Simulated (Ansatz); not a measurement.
# Rh (P6_3/mmc): equation of state with a fit

Where is the equilibrium volume of Rh (P6_3/mmc), and how stiff is it? Aim: an equation of state with a fit, for Rh (P6_3/mmc), run from a script.

This is Rh in the hcp structure; at room conditions it is fcc.

Computed with Ansatz 0.2.0 through its Python package. Level of theory: DFT PBEsol, plane waves, PAW.

## (1) The structure

The structure is hexagonal, space group P6_3/mmc (No. 194). Conventional cell: a = 2.731 Å, b = 2.731 Å, c = 4.428 Å, α = 90.00°, β = 90.00°, γ = 120.00°. Rh (site symmetry -6m2) is surrounded by 12 Rh at 2.72 to 2.73 Å.

The script holds or builds the structure itself.

## (2) The script

File run_eos.py:

```python
"""Equation of state of Rh."""

import ansatz as az
import numpy as np

vectors0 = np.array([
    [2.730979, 0.0, 0.0],
    [-1.36549, 2.365097, 0.0],
    [0.0, 0.0, 4.428489],
])
sites = [
    ("Rh", (2 / 3, 1 / 3, 0.75)),
    ("Rh", (1 / 3, 2 / 3, 0.25)),
]


def crystal_on(cell):
    crystal = az.Crystal(lattice=az.Lattice.of(cell))
    for symbol, position in sites:
        crystal = crystal.atom(symbol, position)
    return crystal

# scale the volume, keep shape and fractions
volumes, energies, pressures = [], [], []
for scale in np.linspace(0.88, 1.12, 7):
    cell = vectors0 * scale ** (1 / 3)
    base = (
        crystal_on(cell).calculation()
        .functional("PBEsol")
        .occupations("Fermi-Dirac", width=0.1)
        .basis(500)
        .kpoints(12, 12, 7)  # the mesh must be finer for metals
        .stress()  # positive in compression
    )
    report = base.run(threads=1, backend="cpu").report
    volumes.append(abs(np.linalg.det(cell)) / len(sites))
    energies.append(report["free_energy_ev"] / len(sites))
    pressures.append(np.trace(report["stress_gpa"]) / 3)
    print(f"V = {volumes[-1]:8.4f} A^3/atom  F = {energies[-1]:.5f} eV/atom  P = {pressures[-1]:8.3f} GPa")

# third-order Birch-Murnaghan: a cubic in V^(-2/3)
x = np.array(volumes) ** (-2 / 3)
poly = np.polynomial.Polynomial.fit(x, energies, 3).convert()
roots = poly.deriv().roots()
x0 = min((r.real for r in roots if abs(r.imag) < 1e-9 and poly.deriv(2)(r.real) > 0), key=lambda r: abs(r - x.mean()))
v0 = x0 ** -1.5
b0 = 4 / 9 * poly.deriv(2)(x0) * v0 ** (-7 / 3) * 160.21766
b1 = 4 + 2 / 3 * x0 * poly.deriv(3)(x0) / poly.deriv(2)(x0)
print(f"V0 = {v0:.4f} A^3/atom, B0 = {b0:.1f} GPa, dB/dP = {b1:.2f}")
```

## (3) The calls as engine input

The package turns the script's settings into the engine's input (first run):

```yaml
crystal:
  lattice:
    - [2.6170534019642933, 0.0, 0.0]
    - [-1.3085271801241323, 2.266434545935924, 0.0]
    - [0.0, 0.0, 4.243750026276822]
  atoms:
    - { symbol: Rh, position: [0.6666666666666666, 0.3333333333333333, 0.75] }
    - { symbol: Rh, position: [0.3333333333333333, 0.6666666666666666, 0.25] }
basis:
  ecutwfc: 500.0
kpoints:
  mp_grid:
    grid: [12, 12, 7]
hamiltonian:
  xc: pbesol
scf:
  occupations:
    method: fermi_dirac
    width: 0.1
output:
  stress: true
```

## (4) Running it

Launch:

```
python run_eos.py
```

**Question.** Where does the minimum lie against the volume typed, and how stiff is the crystal?

As calculated:

| quantity | value |
| --- | --- |
| runs compared | 7 |
| range of energy | 282.08 meV/atom |
| lowest point, volume (Å³/atom) | 13.730 |
| equilibrium volume (fit) | 13.57 Å³/atom |
| bulk modulus (fit) | 290 GPa |

A third-order Birch-Murnaghan fit through the 7 points has its minimum at 13.57 Å³ an atom, 5.1 % below the typed cell, with a bulk modulus of 290 GPa. From that minimum the energy rises by 75.3 meV an atom on the compressed side and 283.7 meV on the expanded side. Reading the output:
- Spin is left out of this run.
- Shape and fractional positions are held along the curve, so the bulk modulus is an upper value where they are free to relax, by a factor of two or more in layered or hydrogen-bonded cells.
- Pressure is positive in compression.
- At these settings the cell as given stands under about -13 GPa, so it isn't at this functional's equilibrium volume.
- This isn't the structure that Rh takes at ambient conditions. Whether this is the phase that is stable at ambient conditions was not tested.
